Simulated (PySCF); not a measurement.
**CH₆AsB: electronic excitations and core binding energies**

What electronic excitations and core binding energies should CH₆AsB (`B[AsH]C`) show?

The runs use PySCF 2.14.0, with density-fitted response routines of our own; the level of theory stands in each step. All values are computed, except where a source is named. Atoms count from 0, in the outputs and in this text.

### Step 1. The molecule as given

9 atoms, charge 0, multiplicity 1; geometry from: GFN2-xTB.

Bonds of the start (Å): B0–As1 1.98, As1–C2 1.99, B0–H3 1.17, B0–H4 1.17, As1–H5 1.50, C2–H6 1.09, C2–H7 1.09, C2–H8 1.09.

### Step 2. TDDFT and polarisability: PBE0/def2-SVPD

What the job is given:

```
{"job": {"kind": "uv", "xc": "PBE0", "basis": "def2-SVPD", "nstates": 8, "ntriplets": 3}, "charge": 0, "multiplicity": 1}
B      1.644635     0.317589    -0.176751
As     0.190854     0.040233     1.132551
C     -1.254571    -0.546103    -0.100075
H      2.437202     1.168376    -0.037910
H      1.810601    -0.441323    -1.054915
H     -0.231792     1.482606     1.205380
H     -1.309395     0.082025    -0.987181
H     -2.219314    -0.526528     0.405590
H     -1.054658    -1.570880    -0.411867
```

With the program's defaults for keys left out, this is: TDDFT PBE0/def2-SVPD, vertical, gas phase, core orbitals frozen in the response.

On the command line:

```
$ OMP_NUM_THREADS=1 python probes_run.py task.json out
```

One launch serves the whole session: the jobs run in the order shown.

**Question.** This job is followed by: delta-SCF UKS SCAN, pcX-2 on the ionised atom, pcseg-1 elsewhere, spin-free X2C. Predict these results of the whole session: lowest singlet (PBE0/def2-SVPD); brightest single state of those computed; lowest triplet; surface potential, 1st and 99th percentile; C1s binding energies, SCAN/pcX-2.

The runs gave:

| quantity | value |
| --- | --- |
| lowest singlet (PBE0/def2-SVPD) | 4.14 eV (299 nm), f = 0.054 |
| brightest single state of those computed | state 7, 7.40 eV, f = 0.155 |
| lowest triplet | 3.07 eV |
| surface potential, 1st and 99th percentile | -0.60 V and 1.11 V |
| C1s binding energies, SCAN/pcX-2 | C2 290.51 eV |

In words: The lowest singlet, at 4.14 eV, is HOMO→LUMO 0.93 and is bright; of the 8 states computed, the strongest absorption comes from state 7 at 7.40 eV. The lowest triplet lies 1.07 eV below the lowest singlet (triplets in Tamm-Dancoff, singlets in full TDDFT). States above −ε(HOMO) lie where TDDFT describes them poorly and they hang on the basis; the brightest is among them. By nearest atom (PBE0/def2-SVPD), the HOMO sits on As1 60 %; B0 16 % and the LUMO on B0 51 %; H3, H4 about 13 % each.
